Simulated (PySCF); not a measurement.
**BTe with other numerical set-ups**

Which parts of the numerical set-up matter for BTe? Each run edits the base script.

Computed with PySCF 2.14.0. Level: method and basis as typed in the scripts.

2 further runs of the same task are left out: 1 for a known fault of the program, 1 that didn't finish.

### 1 The starting structure

BTe: 2 atoms, charge 0, spin multiplicity 2.

Bond lengths: B1–Te2 2.028 Å.

### 2 The base run

File input.py:

```python
from pyscf import gto, scf, mp

mol = gto.M(
    atom='B 0 0 0; Te 0 0 2.028',
    basis='ano-rcc-vdzp',
    charge=0,
    spin=1,
    verbose=3,
)
mf = scf.UHF(mol)
mf = mf.sfx2c1e()
mf.kernel()
mp.MP2(mf).kernel()
mf.dip_moment()
print('orbital energies (hartree):', [e[max(0, n-3):n+3].round(4) for e, n in zip(mf.mo_energy, mol.nelec)])
```

On the command line:

```bash
> OMP_NUM_THREADS=1 python input.py
```

Its log is not repeated here.

Base result: E(SCF) = -6815.462774 Eh, E(MP2) − E(SCF) = -0.57150 Eh, ⟨S²⟩ = 1.003, μ = 0.57 D (of the SCF density).

The bond length is a typed value, not an optimised one.

### 3 Def2-svpd (core potential on, X2C off)

Edit 1 changes basis set: ano-rcc-vdzp → def2-svpd; core potential: off → on; spin-free X2C: on → off. The core potential changes with it: totals don't compare.

File input.py:

```python
from pyscf import gto, scf, mp

mol = gto.M(
    atom='B 0 0 0; Te 0 0 2.028',
    basis='def2-svpd',
    ecp={'Te': 'def2-svpd'},
    charge=0,
    spin=1,
    verbose=3,
)
mf = scf.UHF(mol)
mf.kernel()
mp.MP2(mf).kernel()
mf.dip_moment()
print('orbital energies (hartree):', [e[max(0, n-3):n+3].round(4) for e, n in zip(mf.mo_energy, mol.nelec)])
```

On the command line:

```bash
> OMP_NUM_THREADS=1 python input.py
```

### 4 Spin-free X2C off

Edit 2 changes spin-free X2C: on → off.

Edit input.py of step 2 so:

```diff
@@ -10,3 +10,2 @@
 mf = scf.UHF(mol)
-mf = mf.sfx2c1e()
 mf.kernel()
```

### 5 Lanl2dz (core potential on, X2C off)

Edit 3 changes basis set: ano-rcc-vdzp → lanl2dz; core potential: off → on; spin-free X2C: on → off. The core potential changes with it: totals don't compare.

Edit input.py of step 2 so:

```diff
@@ -4,3 +4,4 @@
     atom='B 0 0 0; Te 0 0 2.028',
-    basis='ano-rcc-vdzp',
+    basis='lanl2dz',
+    ecp={'Te': 'lanl2dz'},
     charge=0,
@@ -10,3 +11,2 @@
 mf = scf.UHF(mol)
-mf = mf.sfx2c1e()
 mf.kernel()
```

### 6 3-21g (X2C off)

Edit 4 changes basis set: ano-rcc-vdzp → 3-21g; spin-free X2C: on → off.

Edit input.py of step 2 so:

```diff
@@ -4,3 +4,3 @@
     atom='B 0 0 0; Te 0 0 2.028',
-    basis='ano-rcc-vdzp',
+    basis='3-21g',
     charge=0,
@@ -10,3 +10,2 @@
 mf = scf.UHF(mol)
-mf = mf.sfx2c1e()
 mf.kernel()
```

Before running it: what results should come out? Wanted: for each run, E(SCF); from base; gap, α spin; SCF dipole; after the SCF.

The runs gave:

```csv
run,E(SCF) (hartree),from base (eV),"gap, α spin (eV)",SCF dipole (D),functions,after the SCF
base,-6815.462774,0,9.73,0.57,57,MP2 correlation -15.551 eV
"def2-svpd (core potential on, X2C off)",-291.580648,not comparable,n/a,0.37,55,MP2 correlation -5.156 eV
spin-free X2C off (poor choice),-6419.329527,not comparable,9.94,1.98,57,MP2 correlation -15.401 eV
"lanl2dz (core potential on, X2C off)",-32.445634,not comparable,n/a,0.46,17,MP2 correlation -2.117 eV
3-21g (X2C off),-6607.168321,not comparable,9.61,0.38,40,MP2 correlation -2.373 eV
```

Rows marked «poor choice» come from settings spoiled on purpose.
